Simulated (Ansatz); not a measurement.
Crystal: Mg6CuSi.

```xyz
8
Lattice="4.8512 0.0000 0.0000 0.0000 3.0952 5.1732 0.0000 -3.0952 5.1732" Properties=species:S:1:pos:R:3 pbc="T T T"
Cu    2.4256    0.0000    8.6223
Si    2.4256    0.0000    3.4404
Mg    0.0000    0.0000    1.7527
Mg    0.0000    0.0000    6.9508
Mg    0.0000    1.5732    4.2647
Mg    0.0000   -1.5732    4.2647
Mg    2.4256    1.5442    6.0450
Mg    2.4256   -1.5442    6.0450
```

The cell comes from a database or a generator and needn't be the stable form of this composition.

Base run:

| Item | Value |
| --- | --- |
| Program | Ansatz 0.2.0 |
| Functional | PBE |
| Potentials or basis | Ansatz PAW |
| Cutoff | 420 eV |
| Density cutoff | 1680 eV |
| k mesh | 6 × 5 × 5 |
| Occupations | fermi-dirac, width 0.05 eV |
| Spin | no spin polarisation |

Its results: band gap on the k mesh none (metal or under the smearing width); pressure 0.1 GPa; largest force 0.047 eV/Å.

Problem. The run is repeated on the same cell with these changes: functional from PBE to RPBE; occupations from fermi-dirac, width 0.05 eV to gaussian, width 0.02 eV. What comes out?

Solution. Band gap on the k mesh none (metal or under the smearing width); pressure 1.7 GPa; largest force 0.086 eV/Å.

Caveats: the potentials were made for another functional, which shifts forces and pressure (some runs); the PAW data sets come from PBE, with cores solved anew for the run's functional, which leaves a small shift of forces and pressure (some runs).

Not every run made on this cell is shown here.
